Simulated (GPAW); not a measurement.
# SiNi2 (P6_3/mmc) in GPAW: reference runs

Aim: a first look at SiNi2 with PBEsol, on the cell as given.

Program: GPAW 26.7.0. These are calculated values, not measurements. Logs are shortened: lines on timing, memory, paths and dates and some standing lists are left out, and cuts for length are marked. The log counts tension as positive stress, the text compression.

## 1. The crystal as given

Symmetry: P6_3/mmc, No. 194, hexagonal system. Conventional cell: a = 3.836 Å, b = 3.836 Å, c = 4.948 Å, α = 90.00°, β = 90.00°, γ = 120.00°. Around Ni (site symmetry -6m2) lie 5 Si at 2.21 to 2.47 Å and 6 Ni at 2.54 Å. Ni (site symmetry -3m) has 8 Ni at 2.47 to 2.54 Å and 6 Si at 2.54 Å as nearest neighbours. Around Si (site symmetry -6m2) lie 11 Ni at 2.21 to 2.54 Å.

## 2. Single point, PBEsol, collinear spin, ferromagnetic start

The input, run.py:

```python
from ase import Atoms
from ase.dft.bandgap import bandgap
from ase.io import write
from ase.units import Bohr, GPa
from gpaw import GPAW, PW, setup_paths
from gpaw.elf import elf_from_dft_calculation

setup_paths.insert(0, '.')

atoms = Atoms(['Ni', 'Ni', 'Ni', 'Ni', 'Si', 'Si'],
              cell=[[3.836, 0.0, 0.0],
                    [-1.918, 3.3220734489, 0.0],
                    [0.0, 0.0, 4.948]],
              scaled_positions=[[0.6666666667, 0.3333333333, 0.75],
                                [0.3333333333, 0.6666666667, 0.25],
                                [0.0, 0.0, 0.5],
                                [0.0, 0.0, 0.0],
                                [0.6666666667, 0.3333333333, 0.25],
                                [0.3333333333, 0.6666666667, 0.75]],
              pbc=True)
atoms.set_initial_magnetic_moments([1.0, 1.0, 1.0, 1.0, 0.0, 0.0])

calc = GPAW(mode=PW(600),
            xc='PBEsol',
            kpts={'size': (8, 8, 6), 'gamma': True},
            occupations={'name': 'fermi-dirac', 'width': 0.05},
            nbands=61,
            convergence={'density': 1e-05, 'energy': 1e-05},
            maxiter=150,
            txt='gpaw.txt')
atoms.calc = calc
energy = atoms.get_potential_energy()
forces = atoms.get_forces()
stress = atoms.get_stress()
calc.write('gs.gpw')
write('result.traj', atoms)
print(f'Energy: {energy:.6f} eV')
print('Forces (eV/A):')
print(forces.round(4))
print('Stress (GPa):', (stress / GPa).round(3))
print('Moments:', calc.get_magnetic_moments().round(3))
print('Fermi level:', round(calc.get_fermi_level(), 4), 'eV')
print(f'Gap: {bandgap(calc)[0]:.4f} eV, direct: {bandgap(calc, direct=True)[0]:.4f} eV')

# fields on the real-space grid
write('density.cube', atoms, data=calc.get_pseudo_density() * Bohr**3)
write('potential.cube', atoms, data=calc.get_electrostatic_potential())
write('spin.cube', atoms, data=(calc.get_pseudo_density(spin=0) - calc.get_pseudo_density(spin=1)) * Bohr**3)
write('elf.cube', atoms, data=elf_from_dft_calculation(calc).data)
```

Potentials or basis: PAW data sets generated in the run's folder for this functional, pw.

Run with:

```bash
$ gpaw-setup -f PBEsol Ni Si
$ OMP_NUM_THREADS=1 python run.py
```

gpaw.txt:

```text
__  _  _
 | _ |_)|_||  |
 |__||  | ||/\| - 26.7.0

Input parameters:
  mode=PW(ecut=600.0),
  convergence={'density': 1e-05, 'energy': 1e-05},
  kpts=MonkhorstPack(size=(8, 8, 6), gamma=True),
  maxiter=150,
  nbands=61,
  occupations=Occupations(name='fermi-dirac', width=0.05),
  xc=XC(name='PBEsol')

Diagonalizing LCAO Hamiltonian
Converting LCAO to pw mode

         Si  Ni

       Ni
         Ni  Si

       Ni

Atoms  # Å, Bohr magnetons
|   | symbol |         x |        y |        z |    initial magnetic moments |
|---|--------|-----------|----------|----------|-----------------------------|
| 0 |     Ni |  1.918000 | 1.107358 | 3.711000 | ( 0.0000,  0.0000,  1.0000) |
| 1 |     Ni | -0.000000 | 2.214716 | 1.237000 | ( 0.0000,  0.0000,  1.0000) |
| 2 |     Ni |  0.000000 | 0.000000 | 2.474000 | ( 0.0000,  0.0000,  1.0000) |
| 3 |     Ni |  0.000000 | 0.000000 | 0.000000 | ( 0.0000,  0.0000,  1.0000) |
| 4 |     Si |  1.918000 | 1.107358 | 1.237000 | ( 0.0000,  0.0000,  0.0000) |
| 5 |     Si | -0.000000 | 2.214716 | 3.711000 | ( 0.0000,  0.0000,  0.0000) |

Unit cell  # Å
| periodic |         x |        y |        z |  lengths |     angles |
|----------|-----------|----------|----------|----------|------------|
|      yes |  3.836000 | 0.000000 | 0.000000 | 3.836000 |  90.000000 |
|      yes | -1.918000 | 3.322073 | 0.000000 | 3.836000 |  90.000000 |
|      yes |  0.000000 | 0.000000 | 4.948000 | 4.948000 | 120.000000 |

Number of symmetries: 12
Symmetry operations  # r_c * U_cc + t_c -> r_c
|    | kind |            matrix            |
|----|------|------------------------------|
|  0 |  σ   |  1, 1, 0,  0,-1, 0,  0, 0, 1 |
|  1 |  S6  |  1, 1, 0, -1, 0, 0,  0, 0,-1 |
|  2 |  E   |  1, 0, 0,  0, 1, 0,  0, 0, 1 |
|  3 |  C2  |  1, 0, 0, -1,-1, 0,  0, 0,-1 |
|  4 |  C2  |  0, 1, 0,  1, 0, 0,  0, 0,-1 |
|  5 |  C3  |  0, 1, 0, -1,-1, 0,  0, 0, 1 |
|  6 |  S6  |  0,-1, 0,  1, 1, 0,  0, 0,-1 |
|  7 |  σ   |  0,-1, 0, -1, 0, 0,  0, 0, 1 |
|  8 |  σ   | -1, 0, 0,  1, 1, 0,  0, 0, 1 |
|  9 |  i   | -1, 0, 0,  0,-1, 0,  0, 0,-1 |
| 10 |  C3  | -1,-1, 0,  1, 0, 0,  0, 0, 1 |
| 11 |  C2  | -1,-1, 0,  0, 1, 0,  0, 0,-1 |

BZ-sampling:
  Number of BZ points: 384
  Number of IBZ points: 50

  Monkhorst-Pack size: [8, 8, 6]
  Monkhorst-Pack shift: [0.0625, 0.0625, 0.08333333333333333]

K-points  # in reciprocal-cell coordinates
|     |                                coordinates |     weight |
|-----|--------------------------------------------|------------|
|   0 | (  0.00000000,   0.00000000,   0.00000000) | 0.00260417 |
|   1 | (  0.00000000,   0.00000000,   0.16666667) | 0.00520833 |
|   2 | (  0.00000000,   0.00000000,   0.33333333) | 0.00520833 |
|   3 | (  0.00000000,   0.00000000,   0.50000000) | 0.00260417 |
|   4 | (  0.12500000,   0.00000000,  -0.33333333) | 0.01562500 |
|   5 | (  0.12500000,   0.00000000,  -0.16666667) | 0.01562500 |
|   6 | (  0.12500000,   0.00000000,   0.00000000) | 0.01562500 |
|   7 | (  0.12500000,   0.00000000,   0.16666667) | 0.01562500 |
|   8 | (  0.12500000,   0.00000000,   0.33333333) | 0.01562500 |
|   9 | (  0.12500000,   0.00000000,   0.50000000) | 0.01562500 |
| ... |                                            |            |
|  49 | (  0.50000000,   0.50000000,   0.50000000) | 0.00781250 |

Plane wave coefficients: 2128
Cutoff: 600.0 eV

Spin-components: 2 (collinear spins)
Bands:           61
Projectors:      34
Spin-degeneracy: 1
Datatype:        complex128

Parallelization:
  kpt:    1
  domain: 1
  band:   1

Density:
  Valence electrons: 72.0
  Components: 2
  Grid points: [24 24 28]
  Charge: 0.0  # |e|

Potential:
  Grid points: [24 24 28]

species:
  Ni:
    name:    Nickel
    Z:       28.0
    valence: 16
    core:    12
    charge:  0.0  # [|e|]
    compensation charges:
      type: gauss
      rc: 0.36  # [Å]
      lmax: 2
    cutoffs:
      filter: 2.14  # [Å]
      core: 1.98  # [Å]
    projectors
    | kind |    occ | energy [eV] | rcut [Å] |
    |------|--------|-------------|----------|
    |   4s |  2.000 |      -5.661 |    1.164 |
    |   3p |  6.000 |     -71.261 |    1.207 |
    |   4p |  0.000 |      -1.193 |    1.207 |
    |   3d |  8.000 |      -8.901 |    1.138 |
    |    s |        |      21.550 |    1.164 |
    |    d |        |      18.310 |    1.138 |

    Using partial waves for Ni as LCAO basis

  Si:
    name:    Silicon
    Z:       14.0
    valence: 4
    core:    10
    charge:  0.0  # [|e|]
    compensation charges:
      type: gauss
      rc: 0.33  # [Å]
      lmax: 2
    cutoffs:
      filter: 1.86  # [Å]
      core: 2.06  # [Å]
    projectors
    | kind |    occ | energy [eV] | rcut [Å] |
    |------|--------|-------------|----------|
    |   3s |  2.000 |     -10.768 |    1.058 |
    |   3p |  2.000 |      -4.057 |    1.058 |
    |    s |        |      16.444 |    1.058 |
    |    p |        |      23.155 |    1.058 |
    |    d |        |       0.000 |    1.058 |

    Using partial waves for Si as LCAO basis

Reference energy: -181073.748741  # eV

eigensolver:
  PPCG
  Converge bands: occupied
  niter=2

density mixing:
  MSR1-Mixer
  Pratt-step length: 0.05
  Maximum mixing coefficient: 0.75
  Old densities: 10
  SVD Regularization: 0.005
  Good broyden scale: 1.0
  Trust region scale: 1.0
  Backstep threshold: 4.0
  History deletion threshold: 6.0
  Fourier metric: weight=20.0, sigma=0.015

occupation numbers:
  Fermi-Dirac:
    width: 0.0500  # eV

poisson solver:
  ecut: 4800.0  # eV

xc functional:
  name: PBEsol with 2 nearest neighbor stencil

convergence criteria:
- Maximum integral of absolute [dens]ity change: 1e-05 electrons / valence electron
- Maximum [total energy] change in last 3 cyles: 1e-05 eV / valence electron
- Maximum integral of absolute [eigenst]ate change: 4e-08 eV^2 / valence electron
maximum number of iterations: 150

SCF iterations
|iter     | |      energy | eigst |  dens |  magmom |
|---------|-|-------------|-------|-------|---------|
|iter:   1| |  -45.634498 | +0.75 |       |  +4.0045|
|iter:   2| |  -45.873793 | -0.90 | -1.07 |  +3.8561|
|iter:   3| |  -46.096281 | -2.14 | -1.18 |  +3.1545|
|iter:   4| |  -46.449507 | -2.08 | -1.29 |  +2.0114|
|iter:   5| |  -46.544809 | -2.30 | -1.52 |  +1.0180|
|iter:   6| |  -46.565729 | -3.02 | -1.84 |  +0.4567|
|iter:   7| |  -46.724933 | -2.74 | -2.16 |  +0.2391|
|iter:   8| |  -46.572047 | -2.70 | -1.88 |  +0.1115|
|iter:   9| |  -46.577385 | -4.00 | -2.35 |  +0.0262|
|iter:  10| |  -46.576789 | -4.38 | -2.53 |  -0.0003|
|iter:  11| |  -46.576587 | -5.24 | -2.91 |  +0.0050|
|iter:  12| |  -46.576605c| -6.48 | -3.58 |  +0.0037|
|iter:  13| |  -46.576611c| -6.98 | -3.89 |  +0.0007|
|iter:  14| |  -46.576611c| -7.56c| -4.42 |  -0.0000|
|iter:  15| |  -46.576611c| -7.74c| -4.91 |  -0.0001|
|iter:  16| |  -46.576611c| -7.94c| -5.27c|  -0.0000|

Converged in 16 steps
Energy contributions relative to reference atoms: (reference = -181073.748741)

Energy contributions:
  Kinetic:          45.410580
  Coulomb:         -29.600286
  Zero:              0.201083
  External:          0.000000
  Xc:              -62.571547
  Entropy:          -0.032885
  Spinorbit:         0.000000
  ----------------------------
  Free energy:     -46.593054
  Extrapolated:    -46.576611

dipole moment: (-7.810912, -13.528896, -10.075181)  # |e|*Ang

Total magnetic moment: (0.000000, 0.000000, -0.000020)

Local magnetic moments
|        x |        y |         z |
|----------|----------|-----------|
| 0.000000 | 0.000000 |  0.000005 |  # Ni   0
| 0.000000 | 0.000000 |  0.000005 |  # Ni   1
| 0.000000 | 0.000000 |  0.000002 |  # Ni   2
| 0.000000 | 0.000000 |  0.000005 |  # Ni   3
| 0.000000 | 0.000000 | -0.000014 |  # Si   4
| 0.000000 | 0.000000 | -0.000014 |  # Si   5

Fermi level: 10.676
Eigenvalues  # (at kpt = [0.000, 0.000, 0.000])
| band index |      eig [eV] | occ [0-1] |      eig [eV] | occ [0-1] |
|------------|---------------|-----------|---------------|-----------|
|          0 |       -53.308 |     1.000 |       -53.308 |     1.000 |
|        ... |               |           |               |           |
|         26 |         8.740 |     1.000 |         8.740 |     1.000 |
|         27 |         9.191 |     1.000 |         9.191 |     1.000 |
|         28 |         9.191 |     1.000 |         9.191 |     1.000 |
|         29 |         9.242 |     1.000 |         9.242 |     1.000 |
|         30 |         9.242 |     1.000 |         9.242 |     1.000 |
|         31 |         9.322 |     1.000 |         9.322 |     1.000 |
[... 8 lines left out ...]
|         40 |        13.956 |     0.000 |        13.956 |     0.000 |
|         41 |        14.939 |     0.000 |        14.939 |     0.000 |
|        ... |               |           |               |           |
|         60 |        34.227 |     0.000 |        34.227 |     0.000 |

No gap
No difference between direct/indirect transitions

Forces  # eV/Ang
|        x |        y |        z |
|----------|----------|----------|
|  0.00000 |  0.00000 | -0.00006 |  # Ni   0
| -0.00000 |  0.00000 |  0.00006 |  # Ni   1
|  0.00000 | -0.00000 |  0.00000 |  # Ni   2
|  0.00000 |  0.00000 |  0.00000 |  # Ni   3
|  0.00000 |  0.00000 |  0.00001 |  # Si   4
| -0.00000 | -0.00000 | -0.00001 |  # Si   5

Stress tensor  # eV/Ang^3
|         x |         y |         z |
|-----------|-----------|-----------|
| -0.047559 | -0.000000 |  0.000000 |
|  0.000000 | -0.047559 |  0.000000 |
|  0.000000 |  0.000000 | -0.016216 |

# Writing to gs.gpw (mode='')
```

Run time: 7.6 min. Hardware: 1 thread of Arm Neoverse V1, shared host; peak memory 0.41 GiB.

What came out:

- Free energy: -46.5931 eV
- Pressure: 5.9 GPa
- Band gap on the k mesh: none (metal or under the smearing width)
- Net moment: 0.00 μB per cell

Stress tensor (GPa, compression positive):
```
7.62 0.00 0.00
0.00 7.62 0.00
0.00 0.00 2.60
```

Caveat: the stock nickel data set gives pressures a few GPa off other programs.
